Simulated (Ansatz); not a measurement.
**C2H3Sn radical: one species, many methods**

One table from this session's results is given with a row withheld; the runs are named, their logs left out.

The runs use Ansatz 0.2.0, Gaussian basis; functionals in def2-TZVPP, the program's frozen cores in correlated methods.

Levels to be run: LDA (SPW92), PBE-D4, revPBE-D4, BLYP-D4, r2SCAN-D4, B97M-V, PBE0-D4, B3LYP-D4, r2SCANh-D4, r2SCAN0-D4, HSE06-D4, BHLYP-D4, CAM-B3LYP-D4, LC-ωPBE, ωB97X-V, ωB97M-V, B2PLYP, PBE-QIDH; CCSD(T)/def2-SVP; CCSD(T)/def2-TZVPP; MP2/def2-QZVPP; extrapolation to the limit; RPA on PBE.

## Structure used throughout

The geometry comes from an earlier relaxation with PBE0-D4 in a triple-zeta def2 set; it is a stationary point. Sn takes the def2 core potential; no spin-orbit term is included.

SMILES `C#[C][SnH2]`, 6 atoms, charge 0, spin multiplicity 2.

Atoms are counted from 1 here; the program's logs count them from 0.

Bond lengths: C1–C2 1.209 Å, C1–H4 1.066 Å, C2–Sn3 2.081 Å, Sn3–H5 1.714 Å, Sn3–H6 1.714 Å. Angles: C2–C1–H4 178.8°, C1–C2–Sn3 174.3°, C2–Sn3–H5 107.8°, C2–Sn3–H6 107.8°, H5–Sn3–H6 111.7°.

Set-up of the first run:

The input, in.yaml:

```yaml
crystal:
  periodic: [false, false, false]
  atoms:
    - {symbol: C, position_ang: [-0.393120, -1.829974, -0.172129]}
    - {symbol: C, position_ang: [-0.048361, -0.680146, -0.027594]}
    - {symbol: Sn, position_ang: [0.721132, 1.225223, 0.299999]}
    - {symbol: H, position_ang: [-0.715960, -2.837071, -0.307946]}
    - {symbol: H, position_ang: [0.813868, 2.019849, -1.216132]}
    - {symbol: H, position_ang: [-0.335559, 2.038019, 1.377702]}
basis:
  gaussian: {orbitals: def2-TZVPP}
magnetization: {spin_polarized: true, initial_magnetization: 1}
hamiltonian: {xc: lda}
output: {orbitals: {seedname: orbitals}}
```

Among the steps run: LDA; PBE-D4 (GGA); revPBE-D4 (GGA); BLYP-D4 (GGA); r2SCAN-D4 (meta-GGA); B97M-V (meta-GGA); PBE0-D4 (hybrid); B3LYP-D4 (hybrid); r2SCANh-D4 (hybrid); r2SCAN0-D4 (hybrid); HSE06-D4 (hybrid); BHLYP-D4 (hybrid); CAM-B3LYP-D4 (range-separated); LC-ωPBE-D4 (range-separated; the results give it without D4); ωB97X-V (range-separated); ωB97M-V (range-separated); B2PLYP (double hybrid); PBE-QIDH (double hybrid).

One of the session's tables, all rows but one given; the rest of the session is left out.

It belongs to the step «Frontier levels by functional». 

| functional | HOMO (eV) | LUMO (eV) | gap (eV) |
| --- | --- | --- | --- |
| LDA (SPW92) | ? | ? | ? |
| PBE-D4 | -5.20 | -4.14 | 1.06 |
| revPBE-D4 | -5.18 | -4.01 | 1.17 |
| BLYP-D4 | -5.02 | -4.17 | 0.84 |
| r2SCAN-D4 | -5.55 | -3.78 | 1.77 |
| B97M-V | -5.31 | -4.31 | 1.00 |
| PBE0-D4 | -6.22 | -3.26 | 2.96 |
| B3LYP-D4 | -5.98 | -3.66 | 2.32 |
| r2SCANh-D4 | -5.92 | -3.48 | 2.44 |
| r2SCAN0-D4 | -6.48 | -3.03 | 3.45 |
| HSE06-D4 | -5.84 | -3.64 | 2.20 |
| BHLYP-D4 | -7.07 | -2.52 | 4.55 |
| CAM-B3LYP-D4 | -7.40 | -2.42 | 4.98 |
| LC-ωPBE | -8.74 | -1.02 | 7.72 |
| ωB97X-V | -8.27 | -1.42 | 6.85 |
| ωB97M-V | -8.21 | -1.58 | 6.63 |

**Question.** Estimate the row for LDA (SPW92).

**Answer.** HOMO (eV): -5.26; LUMO (eV): -4.48; gap (eV): 0.79. In the column «HOMO (eV)» it lies between B97M-V (-5.31) and PBE-D4 (-5.20).
